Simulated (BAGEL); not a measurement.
**CH4AlSe (SMILES [CH3][Al][SeH]) at UHF/3-21G (density fitting with qzvpp-jkfit)**

Aim: the energy change on altering one bond length of CH4AlSe at UHF/3-21G (density fitting with qzvpp-jkfit), from 2 runs. 

Program for the calculation: BAGEL 1.2.2.

5 further runs of the same task are left out: 4 that didn't finish, 1 set aside as unsound or not needed.

## (1) The molecule

CH4AlSe has 7 atoms, charge 0, and is taken as a doublet. SMILES: `[CH3][Al][SeH]`. The shape is that of a PBE0-D4/def2-TZVP optimisation. This is one conformer, not always the lowest.

Bond lengths: C1–Al2 1.965 Å, Al2–Se3 2.344 Å, C1–H4 1.095 Å, C1–H5 1.095 Å, C1–H6 1.091 Å, Se3–H7 1.468 Å. Angles: C1–Al2–Se3 114.9°, Al2–C1–H4 109.3°, Al2–C1–H5 109.8°, Al2–C1–H6 112.9°, Al2–Se3–H7 93.0°, H4–C1–H5 107.8°, H4–C1–H6 108.2°, H5–C1–H6 108.6°.

## (2) A single-point energy at UHF/3-21G (density fitting with qzvpp-jkfit)

calc.json reads:

```json
{ "bagel": [

{
  "title": "molecule",
  "basis": "3-21g",
  "df_basis": "qzvpp-jkfit",
  "angstrom": true,
  "geometry": [
    { "atom": "C", "xyz": [      -1.164200,       0.374900,      -0.315900 ] },
    { "atom": "Al", "xyz": [       0.169700,      -0.590400,       0.757400 ] },
    { "atom": "Se", "xyz": [       2.387200,      -0.335800,       0.041100 ] },
    { "atom": "H", "xyz": [      -1.246600,      -0.096900,      -1.300700 ] },
    { "atom": "H", "xyz": [      -0.841200,       1.409800,      -0.466600 ] },
    { "atom": "H", "xyz": [      -2.154500,       0.381700,       0.142600 ] },
    { "atom": "H", "xyz": [       2.911000,      -1.211500,       1.096300 ] }
  ]
},

{
  "title": "uhf",
  "nopen": 1
},

{
  "title": "print",
  "file": "orbitals.molden",
  "orbitals": true
}

]}
```

Run with:

```bash
$ BAGEL_NUM_THREADS=1 BAGEL calc.json > calc.out
```

Standard output:

```text
* using 1 threads per process

  ===============================================================
  ===============================================================

  *** Geometry ***

  { "atom" : "C", "xyz" : [     -2.200019,      0.708458,     -0.596964 ] },
  { "atom" : "Al", "xyz" : [      0.320687,     -1.115694,      1.431279 ] },
  { "atom" : "Se", "xyz" : [      4.511154,     -0.634570,      0.077668 ] },
  { "atom" : "H", "xyz" : [     -2.355733,     -0.183114,     -2.457967 ] },
  { "atom" : "H", "xyz" : [     -1.589638,      2.664136,     -0.881746 ] },
  { "atom" : "H", "xyz" : [     -4.071415,      0.721308,      0.269475 ] },
  { "atom" : "H", "xyz" : [      5.500993,     -2.289403,      2.071707 ] },

  Number of auxiliary basis functions:      541

  Since a DF basis is specified, we compute 2- and 3-index integrals:
    o Being stored without compression. Storage requirement is 0.012 GB

  Number of basis functions:       52
  Number of electrons      :       57

    * METHOD: MOLECULE                             0.18

  *** Open-shell HF ***

  === Nuclear Repulsion ===
   197.1904950007

      * DIIS with orbital gradients will be used.

  === UHF iteration (3-21g) ===
      0      -2668.97667277          0.03102032           0.09
      1      -2669.04275887          0.01201826           0.09
      2      -2669.05365490          0.00582284           0.09
      3      -2669.05609413          0.00106064           0.09
      4      -2669.05681101          0.00029249           0.08
      5      -2669.05690313          0.00010025           0.09
      6      -2669.05692288          0.00003044           0.08
      7      -2669.05692814          0.00001285           0.09
      8      -2669.05692971          0.00000318           0.09
      9      -2669.05692983          0.00000101           0.08
     10      -2669.05692985          0.00000048           0.08
     11      -2669.05692986          0.00000023           0.09
     12      -2669.05692986          0.00000008           0.08
     13      -2669.05692986          0.00000004           0.08
     14      -2669.05692986          0.00000002           0.09
     15      -2669.05692986          0.00000002           0.09
     16      -2669.05692986          0.00000001           0.08
    * SCF iteration converged.

    * S^2 (UHF) is 0.7538

    * Permanent dipole moment:
           (    0.786068,     0.260867,    -0.474888) a.u.

    * METHOD: UHF                                  1.61

    * METHOD: PRINT                                0.01

  ===============================================================
```

It took 1.9 s on 1 thread of Arm Neoverse V2, shared host; peak memory 0.094 GiB.

## (3) The distorted shape at the same level

hf.json reads:

```json
{ "bagel" : [

{
  "title" : "molecule",
  "basis" : "3-21g",
  "df_basis" : "qzvpp-jkfit",
  "angstrom" : "true",
  "geometry" : [
    { "atom" : "C", "xyz" : [   -1.065319,    0.941063,    0.865867 ] },
    { "atom" : "Al", "xyz" : [    0.268581,   -0.024237,    1.939167 ] },
    { "atom" : "Se", "xyz" : [    2.486081,    0.230363,    1.222867 ] },
    { "atom" : "H", "xyz" : [   -1.246600,   -0.096900,   -1.300700 ] },
    { "atom" : "H", "xyz" : [   -0.742319,    1.975963,    0.715167 ] },
    { "atom" : "H", "xyz" : [   -2.055619,    0.947863,    1.324367 ] },
    { "atom" : "H", "xyz" : [    3.009881,   -0.645337,    2.278067 ] }
  ]
},
{ "title" : "uhf", "nopen" : 1 },
{ "title" : "print", "file" : "orbitals.molden", "orbitals" : "true" }

]}
```

Run with:

```bash
$ BAGEL_NUM_THREADS=1 BAGEL hf.json > hf.out
```

Standard output:

```text
* using 1 threads per process

  ===============================================================
  ===============================================================

  *** Geometry ***

  { "atom" : "C", "xyz" : [     -2.013161,      1.778351,      1.636251 ] },
  { "atom" : "Al", "xyz" : [      0.507545,     -0.045801,      3.664495 ] },
  { "atom" : "Se", "xyz" : [      4.698012,      0.435323,      2.310884 ] },
  { "atom" : "H", "xyz" : [     -2.355733,     -0.183114,     -2.457967 ] },
  { "atom" : "H", "xyz" : [     -1.402780,      3.734029,      1.351470 ] },
  { "atom" : "H", "xyz" : [     -3.884557,      1.791201,      2.502691 ] },
  { "atom" : "H", "xyz" : [      5.687851,     -1.219510,      4.304923 ] },

  Number of auxiliary basis functions:      541

  Since a DF basis is specified, we compute 2- and 3-index integrals:
    o Being stored without compression. Storage requirement is 0.012 GB

  Number of basis functions:       52
  Number of electrons      :       57

    * METHOD: MOLECULE                             0.19

  *** Open-shell HF ***

  === Nuclear Repulsion ===
   193.9271269079

      * DIIS with orbital gradients will be used.

  === UHF iteration (3-21g) ===
      0      -2668.71668432          0.03477272           0.09
      1      -2668.79830775          0.02751532           0.08
      2      -2668.83949671          0.02057980           0.09
      3      -2668.87712692          0.00255366           0.08
      4      -2668.89989315          0.00200816           0.08
      5      -2668.90973611          0.00187767           0.08
      6      -2668.91914558          0.00128507           0.08
      7      -2668.92167477          0.00058549           0.08
      8      -2668.92198172          0.00032652           0.08
      9      -2668.92207361          0.00015329           0.08
     10      -2668.92209745          0.00007323           0.08
     11      -2668.92210308          0.00002359           0.09
     12      -2668.92210417          0.00001083           0.08
     13      -2668.92210455          0.00000505           0.08
     14      -2668.92210465          0.00000265           0.09
     15      -2668.92210467          0.00000106           0.08
     16      -2668.92210468          0.00000037           0.09
     17      -2668.92210468          0.00000017           0.09
     18      -2668.92210468          0.00000008           0.09
     19      -2668.92210468          0.00000003           0.09
     20      -2668.92210468          0.00000001           0.09
     21      -2668.92210468          0.00000001           0.09
    * SCF iteration converged.

    * S^2 (UHF) is 1.6035

    * Permanent dipole moment:
           (    0.685887,     0.225643,    -0.738045) a.u.

    * METHOD: UHF                                  2.02

    * METHOD: PRINT                                0.01

  ===============================================================
```

It took 2.4 s on 1 thread of Arm Neoverse V2, shared host; peak memory 0.095 GiB.

## (4) What came out

Level: UHF/3-21G (density fitting with qzvpp-jkfit).

| quantity | value |
| --- | --- |
| first shape: total energy | -2669.05693 Eh |
| first shape: dipole moment | 2.43 D |
| first shape: ⟨S²⟩ | 0.754 |
| distorted shape: total energy | -2668.92210 Eh |
| distorted shape: dipole moment | 2.62 D |
| distorted shape: ⟨S²⟩ | 1.603 |
| energy change with the C1–H4 bond stretched from 1.095 to 2.409 Å | 3.669 eV |

With the C1–H4 bond stretched from 1.095 to 2.409 Å the energy rises by 3.67 eV (354 kJ/mol). The first shape isn't relaxed at this level, so the change isn't measured from a minimum. ⟨S²⟩ (distorted shape) is 1.60 where a pure doublet has 0.75: the reference is spin-contaminated.
